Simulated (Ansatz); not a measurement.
**F3H2InS: basis-set convergence**

An exercise on one series of results from a longer session: the logs are not shown, and one member is left open.

Program: Ansatz 0.2.0, Gaussian basis. Level of theory: one geometry, several basis sets. These are calculated values, not measurements.

The runs, in order: PBE0-D4/def2-SVP; ωB97M-V/def2-SVP; PBE0-D4/def2-QZVPP; ωB97M-V/def2-QZVPP; the functionals' def2-TZVPP values are taken from earlier runs.

### Structure used throughout

All runs share one geometry, relaxed beforehand with PBE0-D4 in a triple-zeta def2 set. In takes the def2 core potential; no spin-orbit term is included.

SMILES `[F][In-]([F])([F])[SH2+]`, 7 atoms, charge 0, spin multiplicity 1.

Atoms are counted from 1 here; the program's logs count them from 0.

Bond lengths: F1–In2 1.933 Å, In2–F3 1.946 Å, In2–F4 1.946 Å, In2–S5 2.676 Å, S5–H6 1.347 Å, S5–H7 1.347 Å. Angles: F1–In2–F3 119.1°, F1–In2–F4 119.2°, F1–In2–S5 107.7°, F3–In2–F4 116.8°, F3–In2–S5 92.0°, F4–In2–S5 92.2°, In2–S5–H6 88.9°, In2–S5–H7 89.0°, H6–S5–H7 93.1°.

Set-up of the first run:

The input, in.yaml:

```yaml
crystal:
  periodic: [false, false, false]
  atoms:
    - {symbol: F, position_ang: [1.283224, -1.699945, 1.638177]}
    - {symbol: In, position_ang: [0.094480, -1.048966, 0.259978]}
    - {symbol: F, position_ang: [-1.805489, -0.884044, 0.648785]}
    - {symbol: F, position_ang: [0.591996, -1.277599, -1.607484]}
    - {symbol: S, position_ang: [0.390070, 1.607414, 0.120012]}
    - {symbol: H, position_ang: [-0.951673, 1.729828, 0.116368]}
    - {symbol: H, position_ang: [0.458590, 1.505312, -1.221633]}
basis:
  gaussian: {orbitals: def2-SVP}
hamiltonian: {xc: pbe0, dispersion: d4}
output: {orbitals: {seedname: orbitals}}
```

Launch:

```console
$ ansatz run in.yaml --threads 4 --pin off --events-out ev --progress --plain --max-ram 10444MiB
```

Steps of the session up to this table: PBE0-D4 in def2-SVP; ωB97M-V in def2-SVP; PBE0-D4 in def2-QZVPP; ωB97M-V in def2-QZVPP.

One of the session's tables, all rows but one given; the rest of the session is left out.

It belongs to the step «Functionals by basis». 

| functional | basis | HOMO (eV) | LUMO (eV) |
| --- | --- | --- | --- |
| PBE0-D4 | def2-SVP | -9.68 | -1.88 |
| PBE0-D4 | def2-TZVPP | -9.85 | -2.14 |
| PBE0-D4 | def2-QZVPP | -9.88 | -2.20 |
| ωB97M-V | def2-SVP | ? | ? |
| ωB97M-V | def2-TZVPP | -12.08 | -0.16 |
| ωB97M-V | def2-QZVPP | -12.11 | -0.35 |

**Question.** Estimate the row for ωB97M-V, def2-SVP.

**Answer.** HOMO (eV): -11.90; LUMO (eV): 0.19. In the column «HOMO (eV)» it lies between ωB97M-V, def2-TZVPP (-12.08) and PBE0-D4, def2-QZVPP (-9.88).
